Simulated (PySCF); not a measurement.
# The bond of CsC+, level by level

One job finds the state of CsC+, follows it along the bond with each method and fits the curves.

The runs use PySCF 2.14.0; Cs def2-SVPD with ECP46, C def2-SVPD, scalar-relativistic core potentials.

## (1) The job

The job is set up so:

| Property | Result |
| --- | --- |
| atoms | Cs, C |
| charge | 1 |
| basis | Cs def2-SVPD with ECP46, C def2-SVPD |
| Hamiltonian | scalar-relativistic core potentials |
| basis functions | 47 |
| electrons treated | 14 |
| masses in u | 132.9054, 12.0000 |
| levels | PBE0, PBE, r²SCAN, LDA, B2PLYP, BLYP, CAM-B3LYP, HF, MP2, SCS-MP2, CCSD, CCSD(T) |
| grid | 80 radial by 434 angular points |
| occupations | held fixed by the projection of orbital angular momentum |
| dissociation limit | Cs+ + C, each in its ground configuration |
| starting distance in angstrom | 3.015 |
| values of 2S to try | 0, 2 |

The runs that follow: PBE0 along the bond; Other states along the same grid; PBE (GGA); r²SCAN; LDA; B2PLYP (double hybrid); BLYP (GGA); CAM-B3LYP (range-separated hybrid); UHF; MP2 and coupled cluster.

Before running it: what results should come out? Wanted: for each run, Re; ωe; De; μ.

As calculated:

Lowest PBE0 solution found, without spin–orbit coupling: ³Π (triplet), unpaired electrons σ ↑, π ↑. State 3 has its PBE0 minimum 0.44 eV higher, as a spin-mixed determinant (⟨S²⟩ = 1.01), so this is no gap between pure states. The other levels ran on the lowest alone.

```tsv
level	Re (Å)	ωe (cm⁻¹)	De (eV)	μ (D)
UHF	3.804	76.6	0.099	-0.82
UHF-MP2	3.633	98.9	0.146	n/a
UHF-SCS-MP2	3.654	96.1	0.139	n/a
UHF-CCSD	3.636	99.0	0.147	n/a
UHF-CCSD(T)	3.629	100.0	0.150	n/a
LDA	3.393	126.2	0.230	-0.36
PBE	3.608	94.9	0.165	-0.53
BLYP	3.692	84.9	0.140	-0.60
r²SCAN	3.643	90.7	0.139	-0.62
PBE0	3.609	93.6	0.145	-0.60
CAM-B3LYP	3.606	95.6	0.143	-0.63
B2PLYP	3.639	92.9	0.136	-0.68
```

De is counted to Cs+ + C in their ground configurations. A positive dipole points from Cs to C; in an ion it is taken about the centre of mass and does not tell which atom is negative.

Bond lengths run from 3.393 Å (LDA) to 3.804 Å (UHF). CCSD(T) can't serve as the judge here: for a weak bond in this basis it is far from its limit. Among the levels with a De in the table, it runs from 0.099 eV (UHF) to 0.230 eV (LDA).

Correlated steps freeze 1 core orbital. Spin–orbit coupling is left out, which matters for elements this heavy, above all for dissociation energies. B2PLYP dipoles, levels and charges come from its SCF part alone. The bond is weak, and basis-set superposition, which was not computed, may be a sizeable part of it. With spin–orbit coupling the term label itself may not hold.
